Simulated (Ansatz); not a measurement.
Born–Oppenheimer molecular dynamics of a periodic cell of 30 atoms, Na$_{2}$LiLa$_{3}$Ti$_{6}$O$_{18}$ (host Na2LiLa3Ti6O18, host structure P1). It starts from an unrelaxed structure (largest force component 0.60 eV/Å).

Theory: Ansatz, DFT r2SCAN, scalar-relativistic, plane waves, PAW. Settings: accuracy low, cutoff 500 eV, k mesh 2x2x1, fermi-dirac smearing 0.05 eV, no spin polarisation.

```json
{"ensemble": "NVT, Nosé–Hoover chain", "time step": "1 fs", "steps asked": "110", "set temperature": "800 K", "thermostat": "time constant 100 fs, chain length 1", "seed": "702735"}
```

Frames 10 fs apart, positions in Å.

Velocities at 40 fs (Å/ps):

```
Na 5.18 -0.46 0.32
Na 1.85 2.19 0.98
Li 1.08 8.00 5.28
La -1.60 -1.38 -0.44
La -0.39 2.12 1.45
La 2.35 -1.94 -0.90
Ti -3.48 0.16 -2.31
Ti -2.00 2.62 3.79
Ti 0.75 -1.12 -2.22
Ti 1.62 -1.86 -1.15
Ti -3.47 2.92 1.52
Ti -6.57 -2.50 -0.09
O 6.20 -0.94 14.08
O 8.24 0.50 -1.36
O 5.02 5.30 4.52
O -4.68 3.99 1.77
O -0.66 -4.96 -7.66
O 2.71 2.27 -3.37
O 1.65 3.43 2.03
O 0.15 5.11 -2.56
O 2.00 -7.00 -1.71
O 10.65 -1.21 1.23
O 2.32 -0.37 0.45
O -1.23 -5.21 2.96
O -4.22 -3.28 5.77
O -7.12 1.13 -2.91
O 9.03 3.34 -3.01
O -5.98 3.77 -9.34
O -3.81 2.45 -5.68
O 5.38 -4.48 1.02
```

```xyz
30
Lattice="5.5427 0.0000 0.0000 0.0192 5.5460 0.0000 2.7121 2.6519 12.0696" Properties=species:S:1:pos:R:3 time_fs=40 energy_less_start_eV=1.477 T=426
Na 3.031 5.589 1.802
Na 2.869 5.318 5.814
Li 2.722 5.921 9.104
La 5.510 2.652 5.882
La 5.520 2.814 10.009
La 5.721 2.706 1.740
Ti 2.813 2.534 11.912
Ti 2.718 2.813 7.799
Ti 2.884 2.696 3.918
Ti 5.598 5.409 11.948
Ti 5.418 5.457 7.910
Ti 5.655 5.467 3.854
O 1.089 3.952 3.933
O 4.243 7.125 7.875
O 4.091 4.091 3.867
O 2.508 2.340 10.142
O 2.811 3.096 6.083
O 4.223 3.896 0.278
O 6.721 3.896 11.971
O 6.815 7.192 7.780
O 2.466 2.569 2.051
O 5.408 5.843 10.119
O 1.337 1.384 4.256
O 1.412 4.060 0.163
O 4.056 3.808 11.920
O 5.272 5.297 6.142
O 5.361 5.662 2.121
O 4.094 4.270 8.390
O 4.099 1.399 4.357
O 6.970 4.343 7.995
30
Lattice="5.5427 0.0000 0.0000 0.0192 5.5460 0.0000 2.7121 2.6519 12.0696" Properties=species:S:1:pos:R:3 time_fs=50 energy_less_start_eV=1.392 T=466
Na 3.079 5.580 1.806
Na 2.885 5.350 5.818
Li 2.730 5.983 9.151
La 5.495 2.639 5.877
La 5.516 2.833 10.021
La 5.743 2.686 1.734
Ti 2.767 2.529 11.893
Ti 2.696 2.844 7.838
Ti 2.879 2.690 3.892
Ti 5.612 5.401 11.935
Ti 5.390 5.493 7.921
Ti 5.586 5.445 3.867
O 1.170 3.954 4.070
O 4.297 7.138 7.884
O 4.124 4.130 3.906
O 2.471 2.374 10.133
O 2.810 3.038 5.991
O 4.252 3.939 0.252
O 6.744 3.911 11.987
O 6.826 7.223 7.771
O 2.526 2.485 2.040
O 5.532 5.814 10.133
O 1.330 1.348 4.260
O 1.385 4.020 0.194
O 4.037 3.812 11.972
O 5.216 5.305 6.103
O 5.471 5.707 2.060
O 4.045 4.290 8.311
O 4.080 1.416 4.278
O 6.993 4.304 8.040
30
Lattice="5.5427 0.0000 0.0000 0.0192 5.5460 0.0000 2.7121 2.6519 12.0696" Properties=species:S:1:pos:R:3 time_fs=60 energy_less_start_eV=1.249 T=527
Na 3.115 5.566 1.815
Na 2.889 5.396 5.807
Li 2.715 6.001 9.181
La 5.482 2.629 5.868
La 5.515 2.847 10.028
La 5.764 2.663 1.735
Ti 2.713 2.519 11.895
Ti 2.669 2.884 7.850
Ti 2.844 2.693 3.869
Ti 5.624 5.416 11.929
Ti 5.373 5.536 7.913
Ti 5.527 5.428 3.894
O 1.252 3.992 4.168
O 4.291 7.161 7.957
O 4.125 4.136 3.909
O 2.462 2.392 10.063
O 2.825 2.963 5.969
O 4.260 4.004 0.246
O 6.772 3.890 11.985
O 6.851 7.193 7.801
O 2.647 2.400 2.038
O 5.665 5.757 10.129
O 1.265 1.271 4.264
O 1.352 4.004 0.200
O 4.062 3.868 11.982
O 5.206 5.320 6.096
O 5.597 5.751 1.994
O 4.043 4.294 8.281
O 4.119 1.405 4.163
O 6.938 4.295 8.140
30
Lattice="5.5427 0.0000 0.0000 0.0192 5.5460 0.0000 2.7121 2.6519 12.0696" Properties=species:S:1:pos:R:3 time_fs=70 energy_less_start_eV=1.521 T=482
Na 3.135 5.552 1.827
Na 2.876 5.448 5.780
Li 2.656 5.989 9.191
La 5.473 2.619 5.856
La 5.514 2.860 10.027
La 5.784 2.635 1.740
Ti 2.675 2.522 11.907
Ti 2.637 2.927 7.842
Ti 2.790 2.696 3.854
Ti 5.629 5.442 11.926
Ti 5.368 5.579 7.893
Ti 5.496 5.425 3.912
O 1.303 4.034 4.200
O 4.249 7.182 8.075
O 4.100 4.099 3.867
O 2.492 2.396 9.999
O 2.857 2.887 6.042
O 4.229 4.064 0.269
O 6.799 3.861 11.968
O 6.873 7.112 7.840
O 2.782 2.356 2.053
O 5.773 5.686 10.123
O 1.188 1.216 4.274
O 1.352 4.005 0.168
O 4.108 3.934 11.932
O 5.236 5.350 6.120
O 5.700 5.761 1.988
O 4.079 4.300 8.300
O 4.184 1.384 4.044
O 6.831 4.297 8.249
30
Lattice="5.5427 0.0000 0.0000 0.0192 5.5460 0.0000 2.7121 2.6519 12.0696" Properties=species:S:1:pos:R:3 time_fs=80 energy_less_start_eV=1.882 T=412
Na 3.138 5.540 1.841
Na 2.846 5.504 5.739
Li 2.554 5.970 9.181
La 5.463 2.610 5.843
La 5.513 2.873 10.020
La 5.800 2.601 1.745
Ti 2.662 2.546 11.904
Ti 2.605 2.961 7.859
Ti 2.740 2.694 3.844
Ti 5.621 5.466 11.907
Ti 5.372 5.620 7.894
Ti 5.488 5.440 3.907
O 1.328 4.025 4.174
O 4.210 7.184 8.190
O 4.071 4.035 3.806
O 2.547 2.395 10.024
O 2.900 2.826 6.118
O 4.185 4.106 0.329
O 6.834 3.843 11.964
O 6.880 7.021 7.852
O 2.871 2.370 2.092
O 5.840 5.626 10.159
O 1.173 1.245 4.301
O 1.388 4.011 0.120
O 4.151 3.989 11.849
O 5.278 5.390 6.109
O 5.764 5.724 2.045
O 4.101 4.304 8.341
O 4.221 1.374 3.970
O 6.743 4.256 8.310
30
Lattice="5.5427 0.0000 0.0000 0.0192 5.5460 0.0000 2.7121 2.6519 12.0696" Properties=species:S:1:pos:R:3 time_fs=90 energy_less_start_eV=1.708 T=489
Na 3.123 5.530 1.855
Na 2.803 5.563 5.688
Li 2.435 5.954 9.169
La 5.454 2.601 5.829
La 5.508 2.886 10.008
La 5.811 2.564 1.747
Ti 2.674 2.581 11.879
Ti 2.587 2.980 7.922
Ti 2.708 2.689 3.837
Ti 5.597 5.486 11.883
Ti 5.375 5.659 7.920
Ti 5.492 5.468 3.878
O 1.317 3.963 4.112
O 4.205 7.147 8.266
O 4.088 3.994 3.766
O 2.595 2.393 10.128
O 2.943 2.796 6.147
O 4.176 4.127 0.413
O 6.888 3.852 11.997
O 6.873 6.955 7.836
O 2.866 2.419 2.111
O 5.875 5.608 10.191
O 1.248 1.353 4.340
O 1.438 4.025 0.081
O 4.176 4.016 11.780
O 5.308 5.434 6.070
O 5.799 5.656 2.128
O 4.074 4.301 8.377
O 4.225 1.355 3.973
O 6.725 4.147 8.288
30
Lattice="5.5427 0.0000 0.0000 0.0192 5.5460 0.0000 2.7121 2.6519 12.0696" Properties=species:S:1:pos:R:3 time_fs=100 energy_less_start_eV=1.572 T=567
Na 3.091 5.520 1.872
Na 2.753 5.620 5.628
Li 2.338 5.931 9.175
La 5.443 2.595 5.812
La 5.497 2.899 9.995
La 5.815 2.531 1.748
Ti 2.706 2.609 11.864
Ti 2.606 2.978 7.997
Ti 2.698 2.688 3.843
Ti 5.568 5.507 11.886
Ti 5.367 5.691 7.950
Ti 5.499 5.493 3.852
O 1.268 3.902 4.037
O 4.239 7.068 8.302
O 4.176 4.011 3.769
O 2.607 2.381 10.178
O 2.970 2.810 6.186
O 4.222 4.118 0.480
O 6.945 3.900 12.070
O 6.864 6.914 7.830
O 2.752 2.463 2.058
O 5.906 5.633 10.127
O 1.365 1.456 4.367
O 1.480 4.054 0.060
O 4.186 4.007 11.748
O 5.322 5.480 6.085
O 5.831 5.596 2.160
O 4.003 4.287 8.404
O 4.220 1.314 4.038
O 6.743 4.013 8.203
```

Of the whole run (110 fs, mean temperature of the second half 502 K): The conserved energy stayed within 0.073 meV per atom of its start (net change 0.046 meV per atom), so the integration is sound. The mean temperature of the second half is 37 % below the set value. A run of 0.11 ps of so small a system gives no equilibrium averages. Limits of this set-up: coarse k mesh, low accuracy level.

The run took 26 min on 4 threads of AMD EPYC 7571 (shared host), peak memory 2.1 GiB.
